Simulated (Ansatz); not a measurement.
# CH₆OSSi: basis-set convergence

Aim: see how fast density functionals converge with the basis set for CH₆OSSi.

The runs use Ansatz 0.2.0, Gaussian basis; one geometry, several basis sets.

The runs, in order: PBE0-D4/def2-SVP; ωB97M-V/def2-SVP; PBE0-D4/def2-QZVPP; ωB97M-V/def2-QZVPP; the functionals' def2-TZVPP values are taken from earlier runs.

**1. The geometry**

An earlier PBE0-D4 in a triple-zeta def2 set relaxation fixed the geometry.

SMILES `CS[SiH2]O`, 10 atoms, charge 0, spin multiplicity 1.

Atoms are counted from 1 here; the program's logs count them from 0.

Bond lengths: C1–S2 1.818 Å, C1–H5 1.089 Å, C1–H6 1.090 Å, C1–H7 1.089 Å, S2–Si3 2.119 Å, Si3–O4 1.646 Å, Si3–H8 1.485 Å, Si3–H9 1.481 Å, O4–H10 0.959 Å. Angles: S2–C1–H5 111.0°, S2–C1–H6 110.8°, S2–C1–H7 106.9°, H5–C1–H6 109.9°, H5–C1–H7 109.1°, H6–C1–H7 109.0°, C1–S2–Si3 99.7°, S2–Si3–O4 113.6°, S2–Si3–H8 104.0°, S2–Si3–H9 110.9°, O4–Si3–H8 112.4°, O4–Si3–H9 103.8°, H8–Si3–H9 112.2°, Si3–O4–H10 116.7°.

As a file:

```mol
CH6OSSi
  3D, bonds by distance, orders not assigned

 10  9  0  0  0  0  0  0  0  0999 V2000
   -1.3378    0.2397   -1.0254 C   0  0
   -0.7668   -1.1930   -0.0622 S   0  0
    0.7453   -0.2654    1.0967 Si  0  0
    1.9959    0.3218    0.2012 O   0  0
   -0.5273    0.6600   -1.6192 H   0  0
   -1.7533    1.0049   -0.3700 H   0  0
   -2.1198   -0.1188   -1.6938 H   0  0
    1.1750   -1.3256    2.0440 H   0  0
    0.2187    0.9295    1.7955 H   0  0
    2.4530   -0.3040   -0.3638 H   0  0
  1  2  8  0
  2  3  8  0
  3  4  8  0
  1  5  8  0
  1  6  8  0
  1  7  8  0
  3  8  8  0
  3  9  8  0
  4 10  8  0
M  END
```

**2. PBE0-D4 in def2-SVP**

in.yaml

```yaml
crystal:
  periodic: [false, false, false]
  atoms:
    - {symbol: C, position_ang: [-1.337787, 0.239691, -1.025440]}
    - {symbol: S, position_ang: [-0.766757, -1.193047, -0.062156]}
    - {symbol: Si, position_ang: [0.745344, -0.265425, 1.096705]}
    - {symbol: O, position_ang: [1.995865, 0.321789, 0.201153]}
    - {symbol: H, position_ang: [-0.527283, 0.659985, -1.619197]}
    - {symbol: H, position_ang: [-1.753316, 1.004902, -0.370050]}
    - {symbol: H, position_ang: [-2.119817, -0.118827, -1.693827]}
    - {symbol: H, position_ang: [1.175007, -1.325645, 2.044031]}
    - {symbol: H, position_ang: [0.218718, 0.929464, 1.795495]}
    - {symbol: H, position_ang: [2.453026, -0.303987, -0.363814]}
basis:
  gaussian: {orbitals: def2-SVP}
hamiltonian: {xc: pbe0, dispersion: d4}
output: {orbitals: {seedname: orbitals}}
```

Launch:

```bash
$ ansatz run in.yaml --threads 2 --pin off --events-out ev --progress --plain --max-ram 4352MiB
```

After this run come: ωB97M-V in def2-SVP; PBE0-D4 in def2-QZVPP; ωB97M-V in def2-QZVPP.

Q: Predict the results of all the runs planned. Wanted: PBE0-D4: double and triple zeta above quadruple; ωB97M-V: double and triple zeta above quadruple.

The runs gave:

| quantity | value |
| --- | --- |
| PBE0-D4: double and triple zeta above quadruple | 11.40, 0.80 eV |
| ωB97M-V: double and triple zeta above quadruple | 11.51, 0.76 eV |

In words: PBE0-D4 gains 10.61 eV from double to triple zeta, then 0.80 eV more. These are total energies; as a rule much of such shifts cancels in differences, which this series doesn't test. The LUMO of ωB97M-V is positive and keeps falling with the basis (2.64 to 1.41 eV): an unbound level that the basis holds in place.
